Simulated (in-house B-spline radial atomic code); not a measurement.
**Rh⁴⁴⁺: starting-point dependence of G0W0 and RPA**

G0W0 and RPA are one-shot methods. How much does the choice of start matter for Rh⁴⁴⁺?

Program: an in-house B-spline radial atomic code, version 1. Level of theory: RPA, second order, AC-SOSEX and G0W0 (contour deformation) on a scalar-relativistic mean field, all electrons; no spin-orbit coupling, Breit or QED terms, no two-electron picture change. These are calculated values, not measurements, unless marked.

## (1) The atom as given

| Item | Value |
| --- | --- |
| element | rhodium (Z = 45) |
| charge | +44 |
| electrons | 1 |
| configuration | 1s1 |
| next ion, run as well | bare nucleus |
| Hamiltonian | scalar-relativistic (spin-free one-electron X2C), finite nucleus |
| starts | Hartree-Fock, BLYP, LDA (VWN5) |

Outer shells as boxes (Hund's rule):

Rh44+
```
1s [↑ ]
```

## (2) Hartree-Fock start

Input settings:

```ini
Z = 45
electrons = 1.0
configuration = 1s1
hamiltonian = x2c
method = hf
lmax = 9
rms_radius = 4.4945
spin_polarised = True
box_radius = 2.3
intervals = 61
```

Launch:

```console
> python run_gw.py task.json out
```

The settings of every run stand in task.json; they run in order.

Further steps of the session: BLYP start; LDA (VWN5) start.

What does the calculation give? Wanted: highest level, mean field; highest level, G0W0; RPA correlation energy; RPA+SOSEX.

**Answer**, as computed:

```
                                          quantity                                                         value
   highest level, mean field (range over the runs)                                   -28336.204 to -27991.816 eV
         highest level, G0W0 (range over the runs)                                   -28335.923 to -28335.831 eV
                            RPA correlation energy                                  -0.02811 to -0.02778 hartree
                                         RPA+SOSEX                                                0.0000 hartree
tabulated theoretical ionisation energy (1s shell)  28312 eV (NIST Atomic Spectra Database, ionization energies)
               G0W0 removal energy less that value                                             +23.8 to +23.9 eV
```

In words: The starts spread the highest level over 344 eV; after G0W0 0.092 eV remain, 0.027 % of that. Semilocal starts leave the level too high; G0W0 lowers it by 299 to 344 eV. RPA gives the most correlation on BLYP and the least on Hartree-Fock (1.2 % apart). The tabulated theoretical ionisation energy is 28312 eV. G0W0 is off by about +23.8 eV (+0.084 %) in every run shown, whatever the start. At this charge the missing Breit, QED and picture-change terms are part of the miss. As differences of total energies the mean miss over the starts is 26 eV for mean field, 25 eV for RPA, 24 eV for RPA+SOSEX. With one electron the exact correlation energy is zero; what RPA gives is self-correlation, which SOSEX cancels.
